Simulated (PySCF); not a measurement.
# GaH₄⁻: a ladder of methods

How much do the numbers for GaH₄⁻ (singlet) hang on the method? All levels run at one geometry, the PBE0 minimum.

Computed with PySCF 2.14.0. Level: several methods, basis Ga def2-TZVPD, H def2-TZVPD, no relativity, density fitting.

## Step 1: Starting geometry

5 atoms, charge -1, spin multiplicity 1.

Bond lengths: Ga1–H2 1.624 Å, Ga1–H3 1.624 Å, Ga1–H4 1.624 Å, Ga1–H5 1.624 Å. Angles: H2–Ga1–H3 109.5°, H2–Ga1–H4 109.5°, H2–Ga1–H5 109.5°, H3–Ga1–H4 109.5°, H3–Ga1–H5 109.5°, H4–Ga1–H5 109.5°.

```xyz
5
charge -1 multiplicity 1
Ga    0.0000    0.0000    0.0000
H     1.3263    0.0000    0.9379
H    -1.3263    0.0000    0.9379
H     0.0000    1.3263   -0.9378
H     0.0000   -1.3263   -0.9379
```

## Step 2: PBE0

One driver script runs all steps and calls PySCF; scf.py shows the equivalent input of each level. Each SCF starts from the density of the minimum. The driver also runs the species with one electron less or more at the same geometry (one less: multiplicity 2); their logs are not shown.

scf.py reads:

```python
from pyscf import gto, scf, dft
mol = gto.M(atom='''
Ga    -0.000000     0.000000     0.000000
H      1.326327    -0.000037     0.937855
H     -1.326327    -0.000000     0.937855
H      0.000018     1.326345    -0.937829
H     -0.000018    -1.326308    -0.937881''',
    basis={'Ga': 'def2-TZVPD', 'H': 'def2-TZVPD'},
    charge=-1, spin=0)
mf = dft.RKS(mol, xc='PBE0')
mf.grids.atom_grid = (99, 590)
aux = {'Ga': 'def2-universal-JKFIT', 'H': 'def2-universal-JKFIT'}
mf = mf.density_fit(auxbasis=aux)
mf.kernel()
```

## Step 3: HF

Edit scf.py of step 2 so:

```diff
@@ -10,2 +10 @@
-mf = dft.RKS(mol, xc='PBE0')
-mf.grids.atom_grid = (99, 590)
+mf = scf.RHF(mol)
```

## Step 4: MP2

Edit scf.py of step 3 so:

```diff
@@ -13,0 +14,2 @@
+from pyscf.mp import dfmp2
+dfmp2.DFMP2(mf, frozen=9).kernel()  # the driver gives MP2 a fitting basis of its own (RI)
```

## Step 5: PBE

Edit scf.py of step 4 so:

```diff
@@ -10 +10,2 @@
-mf = scf.RHF(mol)
+mf = dft.RKS(mol, xc='PBE')
+mf.grids.atom_grid = (99, 590)
@@ -14,2 +14,0 @@
-from pyscf.mp import dfmp2
-dfmp2.DFMP2(mf, frozen=9).kernel()  # the driver gives MP2 a fitting basis of its own (RI)
```

## Step 6: CCSD(T)

Edit scf.py of step 5 so:

```diff
@@ -10,2 +10 @@
-mf = dft.RKS(mol, xc='PBE')
-mf.grids.atom_grid = (99, 590)
+mf = scf.RHF(mol)
@@ -14,0 +14,3 @@
+from pyscf import cc
+mycc = cc.CCSD(mf, frozen=9).run()
+mycc.ccsd_t()
```

## Step 7: r2SCAN

Edit scf.py of step 6 so:

```diff
@@ -10 +10,2 @@
-mf = scf.RHF(mol)
+mf = dft.RKS(mol, xc='R2SCAN')
+mf.grids.atom_grid = (99, 590)
@@ -14,3 +14,0 @@
-from pyscf import cc
-mycc = cc.CCSD(mf, frozen=9).run()
-mycc.ccsd_t()
```

## Step 8: B3LYP

Edit scf.py of step 7 so:

```diff
@@ -10 +10 @@
-mf = dft.RKS(mol, xc='R2SCAN')
+mf = dft.RKS(mol, xc='B3LYP')
```

## Step 9: TPSSh

Edit scf.py of step 8 so:

```diff
@@ -10 +10 @@
-mf = dft.RKS(mol, xc='B3LYP')
+mf = dft.RKS(mol, xc='TPSSH')
```

## Step 10: r2SCAN0

Edit scf.py of step 9 so:

```diff
@@ -10 +10 @@
-mf = dft.RKS(mol, xc='TPSSH')
+mf = dft.RKS(mol, xc='HYB_MGGA_XC_R2SCAN0')
```

## Step 11: LDA

Edit scf.py of step 10 so:

```diff
@@ -10 +10 @@
-mf = dft.RKS(mol, xc='HYB_MGGA_XC_R2SCAN0')
+mf = dft.RKS(mol, xc='LDA,VWN')
```

(Steps that only read results are left out.)

Q: Predict the outcome of this session. Wanted: vertical ionisation energy, CCSD(T); orbital gap, range; T1, D1; T1, D1 of the species with one electron less.

The runs gave:

```
                                    quantity                        value
         vertical ionisation energy, CCSD(T)                      4.60 eV
                          orbital gap, range  4.91 (PBE) to 10.75 (HF) eV
                                      T1, D1                 0.015, 0.029
T1, D1 of the species with one electron less                 0.021, 0.052
```

For the vertical ionisation energy, MP2 comes nearest to CCSD(T) (+0.14 eV) and PBE is farthest (-0.53 eV). CCSD(T) took 3.5 min, about 300 times as long as MP2 (0.7 s), which misses it by 0.14 eV. PBE's −ε(HOMO), 1.0 eV, falls 3.6 eV short of the ionisation energy, while its energy difference gives 4.1 eV.
